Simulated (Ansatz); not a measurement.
**Ca2Ge2N: a trial structure relaxed**

Where does this trial cell of Ca2Ge2N go when cell and atoms are let free?

Computed with Ansatz 0.2.0 (DFT PBE, scalar-relativistic, plane waves, PAW, unless a step's input says otherwise).

### Step 1. The system as given

It takes space group P6/mmm (No. 191, hexagonal). The conventional cell has a = 4.292 Å, b = 4.292 Å, c = 6.948 Å, α = 90.00°, β = 90.00°, γ = 120.00°. Ca (site symmetry 6mm) is surrounded by 1 N at 1.77 Å. Ge (site symmetry -6m2) has 3 N at 2.48 Å and 3 Ge at 2.48 Å as nearest neighbours. Around N (site symmetry 6/mmm) lie 2 Ca at 1.77 Å and 6 Ge at 2.48 Å.

As a file:

```xyz
5
Lattice="4.2919 0.0000 0.0000 -2.1460 3.7169 0.0000 0.0000 0.0000 6.9479" Properties=species:S:1:pos:R:3 pbc="T T T"
Ca    0.0000    0.0000    1.7042
Ca    0.0000    0.0000    5.2437
Ge    0.0000    2.4780    3.4739
Ge    2.1460    1.2390    3.4739
N     0.0000    0.0000    3.4739
```

A structure generator made this guess: random cell by space group and Wyckoff sites (P6/mmm, No. 191). The dimensions are guesses.

### Step 2. Probe: one point on a coarse mesh

File input.yaml:

```yaml
crystal:
  lattice:
    - [4.29194727, 0.0, 0.0]
    - [-2.14597363, 3.71693537, 0.0]
    - [0.0, 0.0, 6.94786509]
  atoms:
    - { symbol: Ca, position: [0.0, 0.0, 0.24528186] }
    - { symbol: Ca, position: [0.0, 0.0, 0.75471814] }
    - { symbol: Ge, position: [0.33333333, 0.66666667, 0.5] }
    - { symbol: Ge, position: [0.66666667, 0.33333333, 0.5] }
    - { symbol: "N", position: [0.0, 0.0, 0.5] }
basis:
  ecutwfc: 420
kpoints:
  mp_grid: { grid: [6, 6, 4] }
hamiltonian:
  xc: pbe
scf:
  occupations: { method: gaussian, width: 0.1 }
  lower_state_search: "off"
output:
  forces: true
  stress: true
  eigenvalues: true
```

Run with:

```sh
> ansatz run input.yaml --threads 1 --pin off --max-ram 2560MiB --backend cpu --events-out ev --progress --plain --runs-dir out
```

Further runs follow: coarse relaxation; relaxation on the finer mesh.

**Question.** What will these runs give? Wanted: conventional cell; volume; energy over the elements; gap on the mesh.

**Answer**, as computed:

| quantity | value |
| --- | --- |
| symmetry at the end (tolerance 0.05 Å) | space group P6/mmm (No. 191) |
| conventional cell | a = 4.454 Å, b = 4.454 Å, c = 8.289 Å, α = 90.00°, β = 90.00°, γ = 120.00° |
| volume | 28.48 Å³/atom |
| energy over the elements (uncorrected; H, N, O, F and Cl as molecules) | +0.18 eV/atom |
| gap on the mesh | none (metal) |

The space group P6/mmm (No. 191) is kept, and the volume per atom grows by 28.5 % from the first guess. The formation energy is positive, so the separate elements lie lower. No finished test with a distortion of lower symmetry is shown, so the end may be a saddle point. The final runs have no spin polarisation, so no magnetic state was tried and one may lie lower.
